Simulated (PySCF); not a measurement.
# Be₂F⁺: relaxation and vibrations of the triplet

Where does triplet Be₂F⁺ go from a bent start, is the end point a minimum, and what are its modes, charges and moments?

Computed with PySCF 2.14.0. Level: PBE0, basis F def2-TZVP, Be def2-TZVP, no relativity, density fitting.

## 1. Starting geometry

3 atoms, charge 1, spin multiplicity 3.

Bond lengths: F1–Be2 1.627 Å, F1–Be3 1.627 Å. Angles: Be2–F1–Be3 110.0°.

```xyz
3
charge 1 multiplicity 3
F     0.0000    0.0000   -0.4543
Be    1.3326    0.0000    0.4788
Be   -1.3326    0.0000    0.4788
```

## 2. Relaxation: bent start, triplet

The steps below are one call of a driver around PySCF. For each, scf.py gives the equivalent set-up of the SCF; relaxations use the driver's own optimiser. Before each start the driver seeks the lowest SCF state from one or more starting densities and follows internal instabilities, so scf.py alone need not reach the same state.

The program finds C2v symmetry in the start, which this walk keeps.

The input, scf.py:

```python
from pyscf import gto, scf, dft
mol = gto.M(atom='''
F      0.000000     0.000000    -0.454275
Be     1.332600    -0.000000     0.478825
Be    -1.332600     0.000000     0.478825''',
    basis={'F': 'def2-TZVP', 'Be': 'def2-TZVP'},
    charge=1, spin=2)
mf = dft.UKS(mol, xc='PBE0')
mf.grids.atom_grid = (50, 194)
aux = {'F': 'def2-universal-JKFIT', 'Be': 'def2-universal-JKFIT'}
mf = mf.density_fit(auxbasis=aux)
mf.kernel()
```

Steps of the walk:

| step | energy (Eh) | change (kJ/mol) | largest symmetric gradient (Eh/bohr) |
| --- | --- | --- | --- |
| 0 | -128.897354 | 0.00 | 0.04130 |
| 1 | -128.905772 | -22.10 | 0.02496 |
| 2 | -128.912040 | -38.56 | 0.00646 |
| 3 | -128.914896 | -46.06 | 0.00479 |
| 4 | -128.915987 | -48.92 | 0.01003 |
| 5 | -128.916384 | -49.96 | 0.00387 |
| 6 | -128.916630 | -50.61 | 0.00231 |
| 7 | -128.916929 | -51.39 | 0.00081 |
| 8 | -128.916956 | -51.46 | 0.00060 |
| 9 | -128.916958 | -51.47 | 0.00008 |

The walk ran for 21 s (4 threads, shared host).

It settles in D∞h symmetry, 51.5 kJ/mol below the start, after 9 steps: F–Be 1.506 Å (×2); Be–F–Be 179.9°.

## 3. Frequencies

The point is checked on the finer grid, and tightened if its gradient asks for it. The Hessian and the dipole derivatives come from central differences of analytic gradients, with steps of 0.01 bohr.

Edit scf.py of step 2 so:

```diff
@@ -3,3 +3,3 @@
-F      0.000000     0.000000    -0.454275
-Be     1.332600    -0.000000     0.478825
-Be    -1.332600     0.000000     0.478825''',
+F      0.000000     0.000000     0.000000
+Be     1.506160     0.000000     0.000000
+Be    -1.506160     0.000000     0.000000''',
@@ -9 +9 @@
-mf.grids.atom_grid = (50, 194)
+mf.grids.atom_grid = (75, 302)
```

The driver hands on the density of the step before, so the log starts near convergence.

SCF at the final geometry:

```text
init E= -128.916931808779
[... the frontier-level lines of each cycle are left out ...]
cycle= 1 E= -128.91693180839  delta_E= 3.9e-10  |g|= 5.3e-05  |ddm|= 3.38e-05
cycle= 2 E= -128.916931807527  delta_E= 8.63e-10  |g|= 7.73e-05  |ddm|= 4.79e-05
cycle= 3 E= -128.91693180916  delta_E= -1.63e-09  |g|= 2.5e-07  |ddm|= 2.84e-05
cycle= 4 E= -128.916931809161  delta_E= -3.41e-13  |g|= 8.69e-08  |ddm|= 1.07e-06
Extra cycle  E= -128.91693180916  delta_E= 3.98e-13  |g|= 2.41e-08  |ddm|= 1.27e-07
converged SCF energy = -128.91693180916  <S^2> = 2.000487  2S+1 = 3.0003247
```

The whole step took 27 s.

Geometry: D∞h; F–Be 1.506 Å (×2); Be–F–Be 180.0°.

Harmonic modes (main isotopes):

```tsv
symmetry	ω (cm⁻¹)	IR (km/mol)	type
πu	131	18.6	bend
σg+	719	0.0	stretch
σu+	864	532	stretch
```

All wavenumbers are real: a minimum.

Constants and moments:

* Dipole moment about the centre of mass: 0.00 D
* Highest occupied level: -11.97 eV
* Lowest empty level: -7.98 eV
* Rotational constants: 0.4123 cm⁻¹
* Zero-point energy: 11.0 kJ/mol
* Principal polarisabilities: 34.9, 49.9, 49.9 bohr³
* Principal traceless quadrupole moments about the centre of mass: -3.11, -3.11, 6.23 D Å
* Entropy at 298.15 K and 1 bar (electronic part: spin only): 243.7 J/(mol K)
* Heat capacity Cp at 298.15 K: 50.8 J/(mol K)
* Enthalpy at 298.15 K above 0 K: 12.67 kJ/mol
* Rotational symmetry number: 2
* Spin squared ⟨S²⟩: 2.000

Charges (e) and bond orders:

```tsv
atom	Mulliken	Löwdin	polar tensor	spin (Mulliken)	Mayer order to F1
F1	-0.05	0.07	-0.43	0.01	–
Be2,3	0.52	0.46	0.72	0.99	0.77
```

Mulliken populations on F1: s 3.82, p 5.23, d 0.00, f 0.00.

## 4. Results

```
                                          quantity                              value
                                           minimum                       triplet, D∞h
                                          geometry  F–Be 1.506 Å (×2); Be–F–Be 180.0°
                                wavenumbers (cm⁻¹)     131 (πu), 719 (σg+), 864 (σu+)
                    dipole moment (centre of mass)                             0.00 D
highest occupied, lowest empty level (either spin)                   -11.97, -7.98 eV
                         polar-tensor charge of F1                            -0.43 e
                                 zero-point energy                        11.0 kJ/mol
                               entropy at 298.15 K                    243.7 J/(mol K)
                                              ⟨S²⟩                              2.000
```

**Reading.** The bent start (C2v) ends in a minimum of D∞h symmetry. In the infrared the band at 864 cm⁻¹ (σu+, stretch) leads. Other starts or spin states, not run here, may lie lower.

The search up to here took 61 s.
